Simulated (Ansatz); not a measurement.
# Cd (bcc type): how the settings move a single-point run

How sensitive is a single-point run of Cd (bcc type) to its settings? A reference run comes first, then one run with altered input.

Computed with Ansatz 0.2.0 (reference: DFT, PBEsol, PAW with Ansatz's default frozen-core files, scalar-relativistic, unless a step's input says otherwise).

**1. The structure to begin with**

It takes space group Im-3m (No. 229, cubic). Conventional cell: a = 3.400 Å, b = 3.400 Å, c = 3.400 Å, α = 90.00°, β = 90.00°, γ = 90.00°. Cd (site symmetry m-3m) has 8 Cd at 2.94 Å in its first shell of neighbours.

Structure file:

```
Cd
1.0
    -1.70013    1.70013    1.70013
     1.70013   -1.70013    1.70013
     1.70013    1.70013   -1.70013
Cd
1
Direct
  0.00000 0.00000 0.00000
```

**2. Baseline**

The input, input.yaml:

```yaml
crystal:
  lattice:
    - [-1.7001304326, 1.7001304326, 1.7001304326]
    - [1.7001304326, -1.7001304326, 1.7001304326]
    - [1.7001304326, 1.7001304326, -1.7001304326]
  atoms:
    - { symbol: Cd, position: [0.0, 0.0, 0.0] }
kpoints:
  mp_grid: { grid: [15, 15, 15] }
scf:
  occupations: { method: fermi_dirac, width: 0.1 }
hamiltonian:
  xc: pbesol
  pseudopotentials: { kind: paw }
output:
  forces: true
  stress: true
  eigenvalues: true
  populations: true
```

On the command line:

```sh
$ ansatz run input.yaml --threads 1 --pin off --max-ram 2048MiB --backend cpu --events-out ev --progress --plain --runs-dir out
```

**3. Changed: n_extra_bands 16**

Edit input.yaml of step 2 so:

```diff
@@ -11,2 +11,3 @@
   occupations: { method: fermi_dirac, width: 0.1 }
+  n_extra_bands: 16
 hamiltonian:
@@ -19 +20,5 @@
   populations: true
+  write_density: true
+  write_potential: true
+  elf: true
+  volumetric_format: npy
```

Before running it: what results should come out? Wanted: for each run, ending; energy change; pressure; gap; force.

As calculated:

```
                run     ending  energy change  pressure (GPa)  gap (eV)  force (eV/Å)  cycles   time
          reference  converged              0             5.6      0.00          0.00       6  2.6 s
1: n_extra_bands 16  converged   0.0 meV/atom             5.6      0.00          0.00       6  4.6 s
```

Times don't compare one to one where runs were asked for different outputs or read a saved state (see the inputs); cycles may leave out searches for a lower state.

Residual by cycle in the longest SCF loop of each run; runs are numbered as in the table. The quantity is the density residual dr2, in eV.

```
cycle  reference    run 1
    1    0.00552  0.00517
    2     5.6e-4   6.4e-4
    3     3.7e-5   3.1e-5
    4     7.8e-7   9.1e-7
    5     4.1e-8   6.9e-8
    6    5.8e-10   3.3e-9
```

What this shows: Energy and cycle count are those of the reference, so the change (band count) left the result and the number of cycles as they were.
